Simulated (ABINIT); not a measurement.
AlSi2Cl:

```
Al Si Cl
1.0
     3.80282    0.00000    0.00000
    -1.90141    3.29334    0.00000
     0.00000    0.00000    4.98986
Al Si Cl
1 2 1
Direct
  0.66667 0.33333 0.50000
  0.00000 0.00000 0.74682
  0.00000 0.00000 0.25318
  0.33333 0.66667 0.00000
```

The cell was built by a generator and needn't be a form met in nature.

Base run:

```yaml
Program: ABINIT 10.8.3 (patched build)
Functional: PBE
Potentials_or_basis: PseudoDojo NC SR PBE v0.4.1 standard
Cutoff: 599 eV
k_mesh: 6 × 6 × 4
Occupations: fermi-dirac, width 0.05 eV
Spin: no spin polarisation
```

Its results: band gap on the k mesh none (metal or under the smearing width); pressure 21.0 GPa; largest force 0.825 eV/Å.

**Question.** The run is repeated on the same cell with these changes: functional from PBE to LDA; potentials or basis from PseudoDojo NC SR PBE v0.4.1 standard to PseudoDojo NC SR LDA v0.4.1 standard; cutoff from 599 eV to 762 eV. What comes out?

**Answer.** Band gap on the k mesh none (metal or under the smearing width); pressure 15.8 GPa; largest force 0.795 eV/Å.

Caveats: so large a pressure means that the cell lies far from this level's equilibrium, or that cutoff or potentials fall short.

Not every run made on this cell is shown here.
